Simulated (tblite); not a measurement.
# C6H13BOSi: the cost of one run

Computed with tblite 0.8.0 and PySCF 2.14.0, with density-fitted response routines of our own, on a single molecule in the gas phase. Atoms count from 0, in the outputs and in this text.

## (1) Starting geometry

22 atoms, charge 0, multiplicity 1; geometry from: force field or distance geometry start.

Bonds of the start (Å): C0–C1 1.54, C1–C2 1.52, C2–C3 1.55, C3–C4 1.51, C4–C5 1.32, C5–B6 1.56, B6–O7 1.47, O7–Si8 1.73, Si8–C4 1.82, C0–H9 1.10, C0–H10 1.11, C0–H11 1.11, C1–H12 1.10, C1–H13 1.11, C2–H14 1.10, C2–H15 1.12, C3–H16 1.11, C3–H17 1.10, C5–H18 1.09, B6–H19 1.18, Si8–H20 1.47, Si8–H21 1.46.

## (2) Geometry optimisation with GFN2-xTB

The job: settings as JSON, then the geometry in Å.

```
{"job": {"kind": "relax", "xc": "GFN2-xTB", "basis": "xTB"}, "charge": 0, "multiplicity": 1}
C      3.432700    -0.268000     0.642900
C      2.398500     0.033900    -0.461200
C      0.981200    -0.047200     0.095100
C     -0.050500     0.261700    -1.019500
C     -1.453800     0.152900    -0.474700
C     -2.019300     1.016100     0.346500
B     -3.512600     0.657600     0.619900
O     -4.002100    -0.592500     0.024200
Si    -2.693700    -1.072100    -0.993900
H      4.445300    -0.206800     0.226300
H      3.331300     0.475900     1.463200
H      3.263400    -1.289000     1.054900
H      2.526800    -0.709700    -1.260900
H      2.601800     1.044100    -0.863200
H      0.780500    -1.052700     0.502300
H      0.851400     0.696400     0.927300
H      0.081900    -0.471400    -1.836900
H      0.114000     1.269500    -1.419400
H     -1.514300     1.904200     0.736200
H     -4.261200     1.536400     0.859800
H     -3.055000    -0.888400    -2.407200
H     -2.257000    -2.431500    -0.675500
```

Launch:

```console
$ OMP_NUM_THREADS=1 python probes_run.py task.json out
```

One launch serves the whole session: the jobs run in the order shown.

Q: Estimate the wall time and peak memory of this first job on 1 thread of Arm Neoverse N1, shared host.

About 1.9 s, with a peak of 0.18 GiB.
